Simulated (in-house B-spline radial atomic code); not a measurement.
# In⁺: binding energies from hole states

Aim: the cost of two holes at once in In⁺, against the sum of the two single holes.

The numbers are computed with in-house B-spline radial atomic code version 1 (Dirac-Coulomb B3LYP, spherical fractional occupations, Fermi nucleus, basis-set limit), except any that are marked as measured or tabulated.

## Step 1: The atom as given

* element: indium (Z = 49)
* charge: +1
* electrons: 48
* configuration: [Kr] 4d10 5s2
* Hamiltonian: Dirac-Coulomb
* nucleus: Fermi, rms radius 4.616 fm

The outer shells:

[Kr] 4d10 5s2
```
[Kr] core
4d [↑↓][↑↓][↑↓][↑↓][↑↓]
5s [↑↓]
```

## Step 2: Reference run without a hole

Settings, as recorded:

```ini
Z = 49
electrons = 48.0
configuration = [Kr] 4d10 5s2
hamiltonian = dirac
method = b3lyp
spin_polarised = False
nucleus = fermi
rms_radius = 4.6156
mass_number = 115
atomic_mass = 114.903878772
speed_of_light = 137.035999084
```

## Step 3: The 5s and 5s holes

The settings differ from step 2 so:

```diff
@@ -1,4 +1,4 @@
 Z = 49
-electrons = 48.0
-configuration = [Kr] 4d10 5s2
+electrons = 46.0
+configuration = 1s2 2s2 2p6 3s2 3p6 3d10 4s2 4p6 4d10
 hamiltonian = dirac
```

## Step 4: The 1s and 1s holes

The settings differ from step 3 so:

```diff
@@ -2,3 +2,3 @@
 electrons = 46.0
-configuration = 1s2 2s2 2p6 3s2 3p6 3d10 4s2 4p6 4d10
+configuration = 2s2 2p6 3s2 3p6 3d10 4s2 4p6 4d10 5s2
 hamiltonian = dirac
```

**Question.** What does each hole state cost in eV, and how does that compare with the orbital energies or single holes?

As calculated:

| two holes | ΔSCF (eV) | less the two single holes (eV) |
| --- | --- | --- |
| 5s and 5s | 47.650 | - |
| 1s and 1s | 56790.6 | - |

**Reading.** These holes cost from 47.650 to 56790.6 eV. Values are for the free ion, measured from the vacuum level.

Members of this set that are not shown: 26 used exact exchange with fractional occupations of an open shell, which is unsound here.
